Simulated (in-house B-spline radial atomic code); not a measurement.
# Rb²⁸⁺: Hartree-Fock with and without relativity

Aim: what relativity does to the energy, levels and radii of Rb²⁸⁺.

Method: Hartree-Fock averaged over the configuration, non-relativistic (point nucleus) and Dirac-Coulomb (finite nucleus); spherical all-electron atom at the radial basis limit. Code: in-house B-spline radial atomic code version 1.

## (1) Starting point

```
element       : rubidium (Z = 37)
charge        : +28
electrons     : 9
configuration : [He] 2s2 2p5
nucleus       : point (non-relativistic run); Fermi, rms radius 4.204 fm (Dirac runs)
```

Outer shells as boxes (Hund's rule):

[He] 2s2 2p5
```
[He] core
2s [↑↓]
2p [↑↓][↑↓][↑ ]
```

The boxes draw the filling by Hund's rule, which heavy ions in jj coupling don't follow; these runs average over all states of the configuration.

## (2) Non-relativistic run

Settings, as recorded:

```ini
Z = 37
electrons = 9.0
configuration = [He] 2s2 2p5
hamiltonian = nr
method = hf
spin_polarised = False
```

## (3) Dirac-Coulomb run

Settings, as recorded:

```ini
Z = 37
electrons = 9.0
configuration = [He] 2s2 2p5
hamiltonian = dirac
method = hf
spin_polarised = False
nucleus = fermi
rms_radius = 4.2036
mass_number = 85
atomic_mass = 84.91178973604
speed_of_light = 137.035999084
```

## (4) Dirac-Coulomb run in the lowest jj configuration, 1s2 2s2 2p-2 2p+3

In configurations, a minus sign after the shell means j = l − 1/2 and a plus sign j = l + 1/2; the count of electrons follows.

Settings: those of step 3 with these lines changed.

```diff
@@ -2,3 +2,3 @@
 electrons = 9.0
-configuration = [He] 2s2 2p5
+configuration = 1s2 2s2 2p-2 2p+3
 hamiltonian = dirac
```

How much does each shell's level and mean radius change with the Dirac Hamiltonian, and the total energy?

As calculated:

Levels and radii; the Dirac values are averaged over j with the occupations as weights.

| shell | ε non-rel. (eV) | ε Dirac (eV) | <r> non-rel. (bohr) | <r> Dirac (bohr) | change of <r> (%) |
| --- | --- | --- | --- | --- | --- |
| 1s | -16558.5 | -16862.3 | 0.04120 | 0.04021 | -2.42 |
| 2s | -3439.15 | -3518.20 | 0.1765 | 0.1720 | -2.51 |
| 2p | -3281.89 | -3308.53 | 0.1514 | 0.1494 | -1.27 |

What this shows: The total energy moves by -37.92 hartree, or -1.6 %, between the two Hamiltonians (nuclear size included). First-order perturbation theory (mass-velocity plus Darwin) gives -35.71 hartree, which is 94 % of the full shift. Averaged over j, the 2s shell contracts most (-2.51 %). Spin-orbit coupling splits the 2p level by 65.253 eV. The lowest jj configuration lies 21.192 eV below the average over the whole configuration. Breit terms add 1.27 hartree and QED terms 1.03 hartree.
